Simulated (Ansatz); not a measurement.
**C₃H₁₀BN: small, medium and large basis sets**

An exercise on one series of results from a longer session: the logs are not shown, and one member is left open.

Method: one geometry, several basis sets; program: Ansatz 0.2.0, Gaussian basis.

Levels to be run: PBE0-D4/def2-SVP; ωB97M-V/def2-SVP; PBE0-D4/def2-QZVPP; ωB97M-V/def2-QZVPP; the functionals' def2-TZVPP values are taken from earlier runs.

## The relaxed structure

An earlier PBE0-D4 in a triple-zeta def2 set relaxation fixed the geometry.

SMILES `CB(C)CN`, 15 atoms, charge 0, spin multiplicity 1.

Atoms are counted from 1 here; the program's logs count them from 0.

Bond lengths: C1–B2 1.566 Å, C1–H6 1.092 Å, C1–H7 1.100 Å, C1–H8 1.095 Å, B2–C3 1.568 Å, B2–C4 1.569 Å, C3–H9 1.098 Å, C3–H10 1.096 Å, C3–H11 1.093 Å, C4–N5 1.454 Å, C4–H12 1.100 Å, C4–H13 1.109 Å, N5–H14 1.011 Å, N5–H15 1.011 Å. Angles: B2–C1–H6 114.9°, B2–C1–H7 108.5°, B2–C1–H8 111.1°, H6–C1–H7 107.1°, H6–C1–H8 109.5°, H7–C1–H8 105.2°, C1–B2–C3 121.0°, C1–B2–C4 120.5°, C3–B2–C4 118.6°, B2–C3–H9 108.3°, B2–C3–H10 111.3°, B2–C3–H11 115.2°, H9–C3–H10 104.9°, H9–C3–H11 107.8°, H10–C3–H11 108.7°, B2–C4–N5 116.7°, B2–C4–H12 106.4°, B2–C4–H13 105.8° and more.

The first run:

in.yaml

```yaml
crystal:
  periodic: [false, false, false]
  atoms:
    - {symbol: C, position_ang: [-1.417401, -0.298245, 0.712169]}
    - {symbol: B, position_ang: [0.096760, -0.250786, 0.317073]}
    - {symbol: C, position_ang: [1.189090, -0.911089, 1.226993]}
    - {symbol: C, position_ang: [0.554118, 0.480635, -0.993139]}
    - {symbol: N, position_ang: [-0.498661, 0.968165, -1.869369]}
    - {symbol: H, position_ang: [-1.653193, -0.958710, 1.548793]}
    - {symbol: H, position_ang: [-1.734448, 0.714744, 1.000251]}
    - {symbol: H, position_ang: [-2.041917, -0.559837, -0.148313]}
    - {symbol: H, position_ang: [1.033493, -1.998217, 1.220072]}
    - {symbol: H, position_ang: [1.065559, -0.614811, 2.274577]}
    - {symbol: H, position_ang: [2.222371, -0.719980, 0.927680]}
    - {symbol: H, position_ang: [1.178456, -0.236516, -1.546844]}
    - {symbol: H, position_ang: [1.276161, 1.257024, -0.668121]}
    - {symbol: H, position_ang: [-0.128704, 1.543495, -2.614492]}
    - {symbol: H, position_ang: [-1.163482, 1.533531, -1.358130]}
basis:
  gaussian: {orbitals: def2-SVP}
hamiltonian: {xc: pbe0, dispersion: d4}
output: {orbitals: {seedname: orbitals}}
```

Steps of the session up to this table: PBE0-D4 in def2-SVP; ωB97M-V in def2-SVP; PBE0-D4 in def2-QZVPP; ωB97M-V in def2-QZVPP.

One of the session's tables, all rows but one given; the rest of the session is left out.

It belongs to the step «Functionals by basis». 

| functional | basis | HOMO (eV) | LUMO (eV) |
| --- | --- | --- | --- |
| PBE0-D4 | def2-SVP | ? | ? |
| PBE0-D4 | def2-TZVPP | -6.67 | -0.11 |
| PBE0-D4 | def2-QZVPP | -6.73 | -0.15 |
| ωB97M-V | def2-SVP | -8.77 | 2.03 |
| ωB97M-V | def2-TZVPP | -9.09 | 1.88 |
| ωB97M-V | def2-QZVPP | -9.14 | 1.63 |

**Question.** Estimate the row for PBE0-D4, def2-SVP.

As computed: HOMO (eV): -6.36; LUMO (eV): -0.01. In the column «HOMO (eV)» it is the highest.
